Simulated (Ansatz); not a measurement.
Run this with Ansatz 0.2.0 through its Python package and show what comes out.

`tae.py`
```python
"""Energy to split CH3ClSi into its atoms."""

from collections import Counter

import ansatz as az

BASIS_SET = "6-31G*"
LEVEL = "CCSD(T)"


def energy_of(molecule, charge=0, unpaired=0):
    calc = (
        molecule.calculation()
        .basis(gaussian=BASIS_SET)
        .correlation(LEVEL)
    )
    if charge:
        calc = calc.charge(charge)
    if unpaired:
        calc = calc.spin("collinear", total=unpaired)
    return calc.run(threads=1, pin="off").report["free_energy_ev"]


def main() -> None:
    system = (
        az.Crystal.molecule()
        .atom("Si", (-0.5509, 0.0067, -0.0301))
        .atom("C", (1.0612, -0.916, -0.218))
        .atom("Cl", (2.4134, 0.1634, 0.191))
        .atom("H", (-0.6947, 0.4659, 1.3595))
        .atom("H", (-1.6684, -0.887, -0.3686))
        .atom("H", (-0.5607, 1.1669, -0.9337))
    )

    # Hund ground states
    unpaired = {"Si": 2, "C": 2, "Cl": 1, "H": 1}
    counts = Counter(site.symbol for site in system.cartesian_sites)
    atom_energy = {s: energy_of(az.Crystal.molecule().atom(s, (0, 0, 0)), 0, unpaired[s]) for s in counts}
    whole = energy_of(system, 0, 2)
    for s, e in atom_energy.items():
        print(f"{s:2s} x{counts[s]}  {e:14.5f} eV")
    print(f"CH3ClSi: {whole:.5f} eV")
    split = sum(counts[s] * e for s, e in atom_energy.items()) - whole
    print(f"atomisation energy (no zero-point term): {split:.3f} eV, {split / sum(counts.values()):.3f} eV an atom")


if __name__ == "__main__":
    main()
```

Output of `python tae.py`:
```text
Si x1     -7861.07413 eV
C  x1     -1027.30433 eV
Cl x1    -12505.54994 eV
H  x3       -13.55761 eV
CH3ClSi: -21449.38011 eV
atomisation energy (no zero-point term): 14.779 eV, 2.463 eV an atom
```

14.779 eV from the electronic energies, without the zero-point term.

What to keep in mind:
- Total energies depend on the basis set; only differences at equal settings carry meaning.
- The geometry is a force-field or estimated start, not a minimum of this method, and the basis set is short of its limit. All parts are taken at fixed geometry, without zero-point energy.
- The species is open-shell (spin multiplicity 3).
- In double-zeta sets correlated atomisation energies come out some 10 to 15 % low.
- Finished in 5.7 s on 1 thread of Intel(R) Xeon(R) Processor @ 2.30GHz, on a shared host, peak memory 0.28 GiB.
